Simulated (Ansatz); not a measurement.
# C2H3F3 (1,1,2-trifluoroethane) at wB97X/def2-SVP

Aim: the electronic atomisation energy of C2H3F3 (1,1,2-trifluoroethane) at wB97X/def2-SVP, from 4 runs. 

The results are computed with Ansatz 0.2.0.

54 further runs of the same task are left out: 54 set aside as unsound or not needed.

### Step 1. Starting point

C2H3F3 has 8 atoms, charge 0, and is taken as a singlet. As SMILES, `FCC(F)F`. Geometry: relaxed at PBE0-D4/def2-TZVP. This is one conformer, not always the lowest.

Bond lengths: F1–C2 1.372 Å, C2–C3 1.509 Å, C3–F4 1.352 Å, C3–F5 1.356 Å, C2–H6 1.093 Å, C2–H7 1.093 Å, C3–H8 1.095 Å. Some angles: F1–C2–C3 109.3°, C2–C3–F4 110.4°, C2–C3–F5 108.3°, F4–C3–F5 107.9°, F1–C2–H6 109.4°, F1–C2–H7 109.2°, C3–C2–H6 109.5°, C3–C2–H7 109.4°, C2–C3–H8 113.0°, F4–C3–H8 108.2°.

### Step 2. The energy at wB97X/def2-SVP

The input, molecule.yaml:

```yaml
crystal:
  periodic: [false, false, false]
  atoms:
    - {symbol: F, position_ang: [-1.142800, -0.681000, 1.163100]}
    - {symbol: C, position_ang: [-0.188200, 0.195100, 0.711800]}
    - {symbol: C, position_ang: [0.172900, -0.152400, -0.711300]}
    - {symbol: F, position_ang: [0.824200, -1.335800, -0.756500]}
    - {symbol: F, position_ang: [1.011700, 0.803600, -1.182200]}
    - {symbol: H, position_ang: [0.701700, 0.118900, 1.342500]}
    - {symbol: H, position_ang: [-0.588500, 1.211500, 0.747300]}
    - {symbol: H, position_ang: [-0.698800, -0.217000, -1.370500]}
basis:
  gaussian: {orbitals: def2-SVP}
output: {orbitals: {seedname: orbitals}}
accuracy: high
hamiltonian: {xc: {name: wB97X}}
```

Run with:

```bash
$ ansatz run molecule.yaml --threads 1 --pin off --max-ram 3480MiB --events-out events.jsonl --progress --plain --runs-dir runs
```

The program printed:

```text
Warning: RAYON_NUM_THREADS=1 ignored (pool sized by the plan → 1); use --threads N
Functional definition: wB97X
  name "wB97X"
  parameter omega = 0.3/bohr
  parameter cx = 0.157706
  parameter cx1 = 0.726479
  parameter cx2 = 1.04760
  parameter cx3 = -5.70635
  parameter cx4 = 13.2794
  parameter css1 = -4.33879
  parameter css2 = 18.2308
  parameter css3 = -31.7430
  parameter css4 = 17.2901
  parameter cos1 = 2.37031
  parameter cos2 = -11.3995
  parameter cos3 = 6.58405
  parameter cos4 = -3.78132
  exchange = spin_sum(e_x_unif_sr(omega)*poly(b97_u_x, 1 - cx, cx1, cx2, cx3, cx4)) + cx*exact_x_sr(omega)
      + exact_x_lr(omega)
  correlation = spin_sum(e_c_pw_same_spin*poly(b97_u_same, 1, css1, css2, css3, css4))
      + integral(e_c_pw_opposite_spin*poly(b97_u_opposite, 1, cos1, cos2, cos3, cos4))
1972 factors; integrals over basis functions are off by at most 3.4e-9 eV
294 factors; integrals over basis functions are off by at most 2.0e-9 eV
mean field evaluation 1: about -10260.9175 eV, gradient 3.5e1 eV
mean field evaluation 2: about -10261.3488 eV, gradient 3.3e1 eV
mean field evaluation 4: about -10262.8793 eV, gradient 7.8e-1 eV
mean field evaluation 8: about -10263.0279 eV, gradient 1.0e-1 eV
mean field evaluation 16: about -10263.0279 eV, gradient 2.8e-5 eV
mean field -10263.02789455 eV, -377.1593185945 hartree, gradient 1.2e-8 eV, S^2 0.000000; 0 other end points of the search recorded, 0 dependent functions left out
reference -10263.02789255 eV, -377.1593185209 hartree; 21, 21 occupied and 64, 64 virtual orbitals, 1972 factors
Total energy: -10263.02789255 eV, -377.1593185209 hartree
```

It took 26 s on 1 thread of Arm Neoverse V1, shared host; peak memory 0.46 GiB.

### Step 3. The C atom, same level

The input, job.yaml:

```yaml
crystal:
  periodic: [false, false, false]
  atoms:
    - symbol: C
      position_ang: [0.000000, 0.000000, 0.000000]
basis:
  gaussian: {orbitals: def2-SVP}
magnetization: {spin_polarized: true, initial_magnetization: 2}
hamiltonian: {xc: {name: wB97X}}
accuracy: high
```

Run the same way, it converges to -37.80174 Eh (log not shown).

### Step 4. The F atom

The input, job.yaml:

```yaml
crystal:
  periodic: [false, false, false]
  atoms:
    - symbol: F
      position_ang: [0.000000, 0.000000, 0.000000]
basis:
  gaussian:
    orbitals: def2-SVP
magnetization:
  spin_polarized: true
  initial_magnetization: 1
hamiltonian:
  xc: {name: wB97X}
accuracy: high
```

Run the same way, it converges to -99.61884 Eh (log not shown).

### Step 5. The H atom, same level

The input, input.yaml:

```yaml
crystal:
  periodic: [false, false, false]
  atoms:
    - symbol: H
      position_ang: [0.000000, 0.000000, 0.000000]
basis:
  gaussian: {orbitals: def2-SVP}
magnetization: {spin_polarized: true, initial_magnetization: 1}
hamiltonian: {xc: {name: wB97X}}
accuracy: high
```

Run the same way, it converges to -0.50060 Eh (log not shown).

### Step 6. What came out

At wB97X/def2-SVP:

```
                     quantity          value
       molecule: total energy  -377.15932 Eh
        molecule: HOMO energy      -12.04 eV
        molecule: LUMO energy        4.41 eV
      molecule: HOMO–LUMO gap       16.46 eV
         C atom: total energy   -37.80174 Eh
                 C atom: ⟨S²⟩          2.005
         F atom: total energy   -99.61884 Eh
                 F atom: ⟨S²⟩          0.751
         H atom: total energy    -0.50060 Eh
                 H atom: ⟨S²⟩          0.750
electronic atomisation energy      32.586 eV
```

**Reading.** Taking the molecule apart into free atoms costs 32.59 eV (751 kcal/mol), before zero-point energy and without spin-orbit coupling.
